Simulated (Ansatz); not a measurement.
**C2NSe radical (SMILES [Se]=c1[c]n1): a rigid scan of the angle Se1–C2–N4**

An exercise on one series of results from a longer session: the logs are not shown, and one member is left open.

Computed with Ansatz 0.2.0, Gaussian basis. Level: single points in def2-TZVPP.

Levels: PBE-D4, r2SCAN-D4, PBE0-D4, B3LYP-D4, wB97M-V, Hartree-Fock, MP2, CCSD, CCSD(T). The scan takes 118.1, 125.6, 133.1, 140.6, 148.1, 155.6, 163.1, 170.6, 178.1°.

Correlated methods freeze the cores. Filled d shells of the heavier atoms are correlated. Orbitals are unrestricted. B3LYP uses VWN-RPA correlation.

10 further runs of the same task are left out: 10 set aside as unsound or not needed.

### The system as given

The minimum, relaxed at PBE0-D4: SMILES `[Se]=c1[c]n1`, 4 atoms, charge 0, spin multiplicity 2.

Atoms are counted from 1 here; the program's logs count them from 0.

Bond lengths: Se1–C2 1.720 Å, C2–C3 1.456 Å, C2–N4 1.367 Å, C3–N4 1.289 Å. Angles: Se1–C2–C3 157.6°, Se1–C2–N4 148.1°, C3–C2–N4 54.2°, C2–C3–N4 59.3°, C2–N4–C3 66.4°.

Coordinates:

```xyz
4
charge 0, multiplicity 2
Se    1.7775   -0.3755    0.6124
C     0.1704   -0.0423    0.0983
C    -1.2662    0.1632    0.2174
N    -0.6817    0.2547   -0.9281
```

Energies of the minimum (eV), from earlier single points: PBE-D4 -68896.86192, r2SCAN-D4 -68908.33366, PBE0-D4 -68898.62921, B3LYP-D4 -68911.55211, wB97M-V -68905.81162, CCSD(T) -68863.87387.

At the minimum the angle Se1–C2–N4 is 148.1°.

The first run:

ccsdt-tzvpp/in.yaml reads:

```yaml
crystal:
  periodic: [false, false, false]
  atoms:
    - {symbol: Se, position_ang: [1.838844, -0.244766, -0.266920]}
    - {symbol: C, position_ang: [0.170429, -0.042318, 0.098259]}
    - {symbol: C, position_ang: [-1.266166, 0.163176, 0.217385]}
    - {symbol: N, position_ang: [-0.681728, 0.254671, -0.928060]}
basis:
  gaussian: {orbitals: def2-TZVPP}
magnetization: {spin_polarized: true, initial_magnetization: 1}
correlation: {method: ccsd_t}
scf: {omitted_lower_state_checks: [cluster_reference]}
```

No record of the launch command was kept for these runs.

Steps of the session up to this table: Se1–C2–N4 = 118.1°; Se1–C2–N4 = 125.6°; Se1–C2–N4 = 133.1°; Se1–C2–N4 = 140.6°; Se1–C2–N4 = 148.1°; Se1–C2–N4 = 155.6°; Se1–C2–N4 = 163.1°; Se1–C2–N4 = 170.6°; Se1–C2–N4 = 178.1°.

One of the session's tables, all rows but one given; the rest of the session is left out.

It belongs to the step «The curves». Energies less that of the minimum at the same level (kcal/mol):

| angle (°) | PBE-D4 | PBE0-D4 | B3LYP-D4 | wB97M-V | Hartree-Fock |
| --- | --- | --- | --- | --- | --- |
| 118.1 | 10.3 | 10.3 | 10.6 | 9.4 | 7.6 |
| 125.6 | 5.6 | 5.7 | 5.8 | 5.2 | 3.9 |
| 133.1 | 2.4 | 2.5 | 2.5 | 2.3 | 1.5 |
| 140.6 | ? | ? | ? | ? | ? |
| 148.1 | 0.0 | 0.0 | 0.0 | 0.0 | 0.0 |
| 148.1 (minimum) | 0.0 | 0.0 | 0.0 | 0.0 | 0.0 |
| 155.6 | 0.6 | 0.6 | 0.6 | 0.5 | 0.8 |
| 163.1 | 2.4 | 2.3 | 2.3 | 2.1 | 2.6 |
| 170.6 | 5.1 | 5.1 | 5.2 | 4.7 | 5.2 |
| 178.1 | 8.9 | 8.8 | 9.0 | 8.1 | 8.8 |

**Question.** Estimate the row for angle (°) = 140.6.

Worked estimate for «PBE-D4». A straight line through the neighbours (133.1, 2.4) and (148.1, 0.0) gives 2.4 + (0.0 − 2.4) × (140.6 − 133.1) / (148.1 − 133.1) = 1.2; a parabola fitted to 4 rows on both sides gives 0.6.

The run gave: PBE-D4: 0.6; PBE0-D4: 0.6; B3LYP-D4: 0.6; wB97M-V: 0.6; Hartree-Fock: 0.2. In «PBE-D4» the line misses by +0.6 and the parabola by 0.0.
